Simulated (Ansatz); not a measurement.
This script drives Ansatz 0.2.0 through its Python package.

The script, `h4sesi_adiabatic.py`:
```python
"""How H4SeSi relaxes after losing an electron."""

import itertools

import ansatz as az
from ase.data import atomic_numbers, covalent_radii
import numpy as np

BASIS = "def2-TZVP"
XC = "cam_b3lyp"
CHARGE = 1


def main() -> None:
    h4sesi = (
        az.Crystal.molecule()
        .atom("Si", [-0.2069, -0.3029, -0.4486])
        .atom("Se", [0.8961, -0.2781, 1.5048])
        .atom("H", [-1.608, 0.3558, -0.2609])
        .atom("H", [-0.3516, -1.6264, -0.945])
        .atom("H", [0.4926, 0.5147, -1.4769])
        .atom("H", [0.8199, 1.2729, 1.5803])
    )

    setup = (
        h4sesi.calculation()
        .basis(gaussian=BASIS)
        .functional(XC)
        .scf(lower_state_search="standard")
    )
    symbols = [site.symbol for site in h4sesi.cartesian_sites]
    start = np.array([site.position_ang for site in h4sesi.cartesian_sites], dtype=float)
    rep = setup.relax(force_tolerance=0.01, max_steps=100).run(threads=1).report
    end = np.array(rep["positions_ang"])

    minimum = az.Crystal.molecule()
    for symbol, place in zip(symbols, end):
        minimum = minimum.atom(symbol, place.tolist())
    ion = (
        minimum.calculation()
        .basis(gaussian=BASIS)
        .functional(XC)
        .scf(lower_state_search="standard")
        .charge(CHARGE)  # electrons removed from the neutral system
        .spin("collinear", total=1)
    )
    vertical = ion.run(threads=1).report
    settled = ion.relax(force_tolerance=0.01, max_steps=80).run(threads=1).report
    print(f"vertical ionisation energy   {vertical['free_energy_ev'] - rep['free_energy_ev']:.3f} eV")
    print(f"adiabatic, no zero point     {settled['free_energy_ev'] - rep['free_energy_ev']:.3f} eV")
    print(f"relaxation energy of the ion {vertical['free_energy_ev'] - settled['free_energy_ev']:.3f} eV")
    ionised = np.array(settled["positions_ang"])
    # pairs closer than 1.2 times the sum of covalent radii, before or after
    radius = [covalent_radii[atomic_numbers[s]] for s in symbols]
    span = lambda where, i, j: np.linalg.norm(where[i] - where[j])
    bonded = [(i, j) for i, j in itertools.combinations(range(len(symbols)), 2) if min(span(end, i, j), span(ionised, i, j)) < 1.2 * (radius[i] + radius[j])]
    print("pair        before    after (A)")
    for i, j in bonded:
        print(f"{symbols[i]}{i}-{symbols[j]}{j}".ljust(10), f"{span(end, i, j):8.4f} {span(ionised, i, j):8.4f}")
    for first, second in list(itertools.combinations(bonded, 2)):
        shared = set(first) & set(second)
        if shared and symbols[(j := shared.pop())] != "H":
            i, k = sorted((set(first) | set(second)) - {j})
            u, v = ionised[i] - ionised[j], ionised[k] - ionised[j]
            angle = np.degrees(np.arccos(np.clip(u @ v / np.linalg.norm(u) / np.linalg.norm(v), -1, 1)))
            print(f"final angle {symbols[i]}{i}-{symbols[j]}{j}-{symbols[k]}{k}: {angle:.2f} deg")


if __name__ == "__main__":
    main()
```

It is started by `python h4sesi_adiabatic.py`. Estimate its wall time and peak memory on 1 thread of Arm Neoverse V1 (shared host).

It took about 77 s, with a peak of 0.38 GiB, for 3 runs of the engine.

`python h4sesi_adiabatic.py` gives:
```text
vertical ionisation energy   9.437 eV
adiabatic, no zero point     9.221 eV
relaxation energy of the ion 0.216 eV
pair        before    after (A)
Si0-Se1      2.2800   2.4156
Si0-H2       1.4761   1.4685
Si0-H3       1.4750   1.4643
Si0-H4       1.4761   1.4684
Se1-H5       1.4652   1.4762
final angle Se1-Si0-H2: 101.22 deg
final angle Se1-Si0-H3: 101.46 deg
final angle Se1-Si0-H4: 101.27 deg
final angle Si0-Se1-H5: 94.33 deg
final angle H2-Si0-H3: 116.51 deg
final angle H2-Si0-H4: 115.70 deg
final angle H3-Si0-H4: 116.53 deg
```

These settings explore the input space; basis and method may be short of convergence. The energies are electronic: no zero-point or thermal terms, and the basis set is short of its limit. The product may relax into another structure. The relaxation finds the nearest minimum, so the adiabatic value is an upper bound.
